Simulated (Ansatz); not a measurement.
**CH4ClFOSeTi: one species, many functionals**

One table from this session's results is given with a row withheld; the runs are named, their logs left out.

Method: functionals in def2-TZVPP, the program's frozen cores in correlated methods; program: Ansatz 0.2.0, Gaussian basis.

Plan: PBE-D4, r2SCAN-D4, PBE0-D4, B3LYP-D4, ωB97X-V, ωB97M-V, B2PLYP; MP2/def2-TZVPP; MP2/def2-QZVPP.

1 further run of the same task is left out (it didn't finish).

### Structure used throughout

An earlier PBE0-D4 in a triple-zeta def2 set relaxation fixed the geometry.

SMILES `C[O][Ti]([F])([Cl])[SeH]`, 10 atoms, charge 0, spin multiplicity 1.

Atoms are counted from 1 here; the program's logs count them from 0.

Bond lengths: C1–O2 1.395 Å, C1–H7 1.092 Å, C1–H8 1.093 Å, C1–H9 1.093 Å, O2–Ti3 1.726 Å, Ti3–F4 1.755 Å, Ti3–Cl5 2.201 Å, Ti3–Se6 2.418 Å, Se6–H10 1.473 Å. Angles: O2–C1–H7 109.8°, O2–C1–H8 109.6°, O2–C1–H9 109.2°, H7–C1–H8 109.6°, H7–C1–H9 109.3°, H8–C1–H9 109.3°, C1–O2–Ti3 172.9°, O2–Ti3–F4 112.6°, O2–Ti3–Cl5 110.5°, O2–Ti3–Se6 103.1°, F4–Ti3–Cl5 109.5°, F4–Ti3–Se6 110.1°, Cl5–Ti3–Se6 110.8°, Ti3–Se6–H10 89.8°.

Set-up of the first run:

The input, in.yaml:

```yaml
crystal:
  periodic: [false, false, false]
  atoms:
    - {symbol: C, position_ang: [-0.924184, 0.913321, 1.535536]}
    - {symbol: O, position_ang: [-0.311550, 0.199959, 0.504673]}
    - {symbol: Ti, position_ang: [0.529037, -0.806105, -0.618239]}
    - {symbol: F, position_ang: [-0.298792, -2.325150, -0.912088]}
    - {symbol: Cl, position_ang: [2.574821, -1.206904, 0.086298]}
    - {symbol: Se, position_ang: [0.559680, 0.528425, -2.633864]}
    - {symbol: H, position_ang: [-1.764703, 0.340240, 1.933652]}
    - {symbol: H, position_ang: [-0.200216, 1.102574, 2.331704]}
    - {symbol: H, position_ang: [-1.289530, 1.866585, 1.146048]}
    - {symbol: H, position_ang: [1.125426, -0.612946, -3.373720]}
basis:
  gaussian: {orbitals: def2-TZVPP}
hamiltonian: {xc: pbe, dispersion: d4}
output: {forces: true, orbitals: {seedname: orbitals}}
```

Started as:

```
> ansatz run in.yaml --threads 2 --pin off --events-out ev --progress --plain --max-ram 22528MiB --backend cuda --devices 0, --max-vram 18GiB
```

Among the steps run: PBE-D4 (GGA); r2SCAN-D4 (meta-GGA); PBE0-D4 (hybrid); B3LYP-D4 (hybrid); ωB97X-V (range-separated); ωB97M-V (range-separated); B2PLYP (double hybrid).

One of the session's tables, all rows but one given; the rest of the session is left out.

It belongs to the step «Orbital energies across the functionals». 

```
functional  HOMO (eV)  LUMO (eV)  gap (eV)
    PBE-D4      -6.21      -3.37      2.85
 r2SCAN-D4      -6.50      -3.35      3.15
   PBE0-D4      -7.35      -2.55      4.80
  B3LYP-D4      -7.11      -2.78      4.34
   ωB97X-V          ?          ?         ?
   ωB97M-V      -9.43      -0.46      8.97
```

**Question.** Estimate the row for ωB97X-V.

As computed: HOMO (eV): -9.56; LUMO (eV): -0.47; gap (eV): 9.09. In the column «HOMO (eV)» it is the lowest.
